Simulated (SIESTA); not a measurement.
# Ta3N under changes of volume

One of the cells (15.277 Å³/atom); the others are scaled copies at fixed shape and fractional positions:

```
CELL_PARAMETERS angstrom
3.05231 0.00000 0.00000
-1.52615 2.64337 0.00000
0.00000 0.00000 7.57397
ATOMIC_POSITIONS crystal
Ta 0.66667 0.33333 0.82607
Ta 0.33333 0.66667 0.17393
Ta 0.00000 0.00000 0.50000
N 0.00000 0.00000 0.00000
```

The cell comes from a database or a generator and needn't be the stable form of this composition.

- Program: SIESTA 5.4.2
- Functional: PBEsol
- Potentials or basis: PseudoDojo 0.4 standard (PBEsol files)
- Basis: DZP (energy shift 0.003 Ry; two zetas on semicore shells)
- Grid cutoff: 800 Ry
- Energy shift: 0.003 Ry
- k mesh: 10 × 10 × 4
- Occupations: fermi-dirac, width 0.05 eV
- Spin: no spin polarisation

```csv
volume (Å³/atom),energy over the lowest point (meV/atom),pressure (GPa),largest force (eV/Å)
14.079,?,?,?
14.379,4.43,5.4,0.425
14.678,0.00,-0.5,0.261
15.277,21.50,-10.5,0.007
15.577,45.25,-14.8,0.128
15.877,76.64,-18.7,0.233
```

What does the run at 14.079 Å³/atom give?

Energy over the lowest point 20.29 meV/atom; pressure 11.8 GPa; largest force 0.595 eV/Å.

Worked out: A Birch-Murnaghan fit of order 3 (a polynomial in V^(-2/3)) to the other rows has its minimum at 14.65 Å³/atom with B0 = V·E''(V) = 277 GPa and B' = 4.5 at fixed shape and positions, which overstates the stiffness. It gives 20.57 meV/atom at 14.079 Å³/atom, against the run's 20.29, and -dE/dV = 12.0 GPa, against 11.8.

Energies are extrapolated to zero smearing.

Caveats: short orbitals over semicore shells can move pressures by several GPa; the basis of atomic orbitals isn't converged, which shifts pressures, moduli and gaps.
